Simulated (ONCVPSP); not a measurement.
# Copper: generating and testing an ONCV potential

Aim: build the potential from the settings below, then test how well it stands in for the atom: other configurations, scattering, ghost states and the plane-wave cutoff that it needs.

Method: ONCVPSP 4.0.1.1 (patched build), PBE, scalar-relativistic.

## Step 1: Settings

The settings as typed:

- element: copper (Cu, Z = 29)
- type: optimised norm-conserving Vanderbilt (ONCV)
- frozen core: [Ne]
- valence charge: 19
- reference configuration: 3s2 3p6 3d10 4s0.75 4p0.25
- partial waves: 3s+4s: rc 0.76 bohr, ncon 4, nbas 7, qcut 11.7 1/bohr, 2 projectors; 3p+4p: rc 1.24 bohr, ncon 3, nbas 7, qcut 8.9 1/bohr, 2 projectors; 3d: rc 1.16 bohr, ncon 3, nbas 7, qcut 11.4 1/bohr, 2 projectors, debl 1.6 Ha
- local potential: polynomial inside 0.52 bohr (lpopt 2, dvloc0 3 Ha)
- core correction: polynomial model core, fcfact 0.65

An earlier all-electron run gives the scale for the radii.

All-electron outer shells of the reference configuration (PBE, scalar-relativistic, ld1.x):

```json
{"shell": "2s", "level (eV)": "-1063.03", "outermost node (bohr)": "0.07", "outermost maximum (bohr)": "0.20"}
{"shell": "2p", "level (eV)": "-917.54", "outermost node (bohr)": "–", "outermost maximum (bohr)": "0.16"}
{"shell": "3s", "level (eV)": "-115.30", "outermost node (bohr)": "0.29", "outermost maximum (bohr)": "0.61"}
{"shell": "3p", "level (eV)": "-72.75", "outermost node (bohr)": "0.26", "outermost maximum (bohr)": "0.62"}
{"shell": "3d", "level (eV)": "-5.64", "outermost node (bohr)": "–", "outermost maximum (bohr)": "0.60"}
{"shell": "4s", "level (eV)": "-5.04", "outermost node (bohr)": "0.89", "outermost maximum (bohr)": "2.24"}
{"shell": "4p", "level (eV)": "-1.02", "outermost node (bohr)": "0.97", "outermost maximum (bohr)": "3.56"}
```

## Step 2: Generation

Cu.dat

```
# ATOM AND REFERENCE CONFIGURATION
# atsym  z   nc   nv     iexc    psfile
  Cu 29.00    3    5        4      upf
#
#   n    l    f
    1    0    2.00
    2    0    2.00
    2    1    6.00
    3    0    2.00
    3    1    6.00
    3    2   10.00
    4    0    0.75
    4    1    0.25
#
# PSEUDOPOTENTIAL AND OPTIMIZATION
# lmax
    2
#
#   l,   rc,      ep,       ncon, nbas, qcut
    0    0.76    0.00    4    7   11.70
    1    1.24    0.00    3    7    8.90
    2    1.16    0.00    3    7   11.40
#
# LOCAL POTENTIAL
# lloc, lpopt,  rc(5),   dvloc0
    4    2    0.52    3.00
#
# VANDERBILT-KLEINMAN-BYLANDER PROJECTORs
# l, nproj, debl
    0    2    3.00
    1    2    3.70
    2    2    1.60
#
# MODEL CORE CHARGE
# icmod, fcfact, rcfact
    1    0.65    0.00
#
# LOG DERIVATIVE ANALYSIS
# epsh1, epsh2, depsh
   -6.00    5.00    0.04
#
# OUTPUT GRID
# rlmax, drl
    6.00    0.01
#
# TEST CONFIGURATIONS
# ncnf
    4
# nvcnf
#   n    l    f
    5
    3    0    2.00
    3    1    6.00
    3    2   10.00
    4    0    1.00
    4    1    0.00
#
    5
    3    0    2.00
    3    1    6.00
    3    2   10.00
    4    0    0.00
    4    1    0.00
#
    5
    3    0    2.00
    3    1    6.00
    3    2    9.00
    4    0    0.00
    4    1    0.00
#
    5
    3    0    1.00
    3    1    6.00
    3    2   10.00
    4    0    1.00
    4    1    0.00
#
```

Started as:

```bash
$ oncvpsp.x < Cu.dat > Cu.out
```

Q: Predict the outcome of this session. Wanted: cutoffs for 1 and 0.1 mHa per electron, occupied waves; bound ghosts; GHOST(+) flags; largest test error; largest phase difference near zero energy, channels read; rms error of d²Exc/dn², without and with the model core.

The runs gave:

```
                                                quantity                                                 value
  cutoffs for 1 and 0.1 mHa per electron, occupied waves                                      78 Ha and 198 Ha
                                            bound ghosts                                            none found
                                          GHOST(+) flags                                           s at 854 eV
                            largest test error (AE − PS)  -112 meV, for 3s1 3p6 3d10 4s1 4p0 (1 test unsolved)
largest phase difference near zero energy, channels read                                             0.000 rad
 rms error of d²Exc/dn², without and with the model core                                     0.94 and 0.89 mHa
```

In words: The worst unpolarised test, 3s1 3p6 3d10 4s1 4p0, is off by 112 meV on 121.2 eV; by total energies transferability rates as fair for so large an energy. That test lies far up in energy; among those under 40 eV, nearer to bonding, the largest error is 2.5 meV. Of the tests 1 gave no usable energy difference, which is a warning in itself. The potential is very hard: the looser tolerance needs 78 Ha. The tighter tolerance needs 198 Ha, and converged work needs a cutoff nearer that. At the looser tolerance the 3s wave is the slowest; 3d needs 58 Ha. The program's ghost test flags no bound state. Near zero energy the phases of the channels with partial waves agree within 0.001 rad. The program also flags highly localised states, GHOST(+) (s).
